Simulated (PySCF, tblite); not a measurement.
# C₇H₁₀N₂: geometry, infrared bands and NMR shifts

What infrared bands and NMR shifts should C₇H₁₀N₂ (`C=Cc1c(C)cnn1C`) show?

Computed with tblite 0.8.0 and PySCF 2.14.0, with density-fitted response routines of our own, on a single molecule in the gas phase. Atoms are numbered from 0 throughout.

## 1. Starting geometry

19 atoms, charge 0, multiplicity 1; geometry from: force field or distance geometry start.

Bonds of the start (Å): C0–C1 1.29, C1–C2 1.43, C2–C3 1.39, C3–C4 1.48, C3–C5 1.38, C5–N6 1.35, N6–N7 1.31, N7–C8 1.46, N7–C2 1.37, C0–H9 1.10, C0–H10 1.08, C1–H11 1.11, C4–H12 1.12, C4–H13 1.10, C4–H14 1.10, C5–H15 1.08, C8–H16 1.12, C8–H17 1.12, C8–H18 1.09.

## 2. Optimising the geometry with GFN2-xTB

Job settings and geometry (Å):

```
{"job": {"kind": "relax", "xc": "GFN2-xTB", "basis": "xTB"}, "charge": 0, "multiplicity": 1}
C     -1.219800    -2.144500     0.060900
C     -0.097900    -1.506300     0.161000
C      0.167300    -0.101900     0.033300
C     -0.673000     0.966500    -0.253700
C     -2.133600     0.922400    -0.475300
C      0.045400     2.147900    -0.282000
N      1.313600     1.777600    -0.024800
N      1.398000     0.480000     0.164800
C      2.658500    -0.196900     0.458100
H     -1.216300    -3.238800     0.211000
H     -2.194000    -1.733500    -0.154900
H      0.783100    -2.138700     0.401300
H     -2.550100     1.957500    -0.611400
H     -2.656100     0.503300     0.394700
H     -2.341200     0.293600    -1.354400
H     -0.349100     3.138400    -0.461200
H      2.501100    -1.137500     1.046600
H      3.315100     0.435900     1.110700
H      3.239300    -0.415700    -0.432200
```

On the command line:

```
$ OMP_NUM_THREADS=1 python probes_run.py task.json out
```

The driver reads the jobs from task.json and runs them one after another.

**Question.** This job is followed by: GFN2-xTB harmonic vibrations, gas phase; GIAO PBE0/pcSseg-1 NMR shielding, non-relativistic, gas phase. What will the session give for the following? strongest single infrared mode (GFN2-xTB); zero-point energy (GFN2-xTB); ¹³C shifts against TMS (PBE0/pcSseg-1); ¹H shifts against TMS (PBE0/pcSseg-1, means over atoms taken as alike); ¹⁵N shifts against NH3 (PBE0/pcSseg-1); surface potential, 1st and 99th percentile.

As calculated:

```
                                                              quantity                                              value
                             strongest single infrared mode (GFN2-xTB)                               1362 cm⁻¹, 74 km/mol
                                          zero-point energy (GFN2-xTB)                                      98.0 kcal/mol
                                ¹³C shifts against TMS (PBE0/pcSseg-1)  142.8, 139.9, 131.7, 122.7, 119.3, 38.2, 14.7 ppm
¹H shifts against TMS (PBE0/pcSseg-1, means over atoms taken as alike)             7.28, 6.95, 5.76, 5.55, 3.97, 2.35 ppm
                                ¹⁵N shifts against NH3 (PBE0/pcSseg-1)                                   350.4, 224.2 ppm
                                 surface potential, 1st and 99th percentile                                 -1.72 V and 1.02 V
```

What this shows: Relaxing lowered the energy by 0.482 eV in 58 steps; the close pair that moved most is C4–H12, from 1.124 to 1.088 Å. The lowest mode is slightly imaginary (7i cm⁻¹), a soft motion within the noise of the Hessian, so the minimum is not strictly shown. The strongest single mode, at 1362 cm⁻¹, moves mainly N7. GFN2-xTB is a fitted tight-binding method: band positions and strengths are rough. Its intensities can rank the bands wrongly. At PBE0/pcSseg-1: Shielding is most anisotropic at N6 (span 441 ppm, paramagnetic term -405 ppm). NICS(1)zz of -28 ppm above the planar ring from C2 marks a diatropic (aromatic) ring current. By nearest atom (PBE0/pcSseg-1), the HOMO sits on N6 22 %; C0, C2, C3 about 19 % each and the LUMO on C0 23 %; C1 17 %.
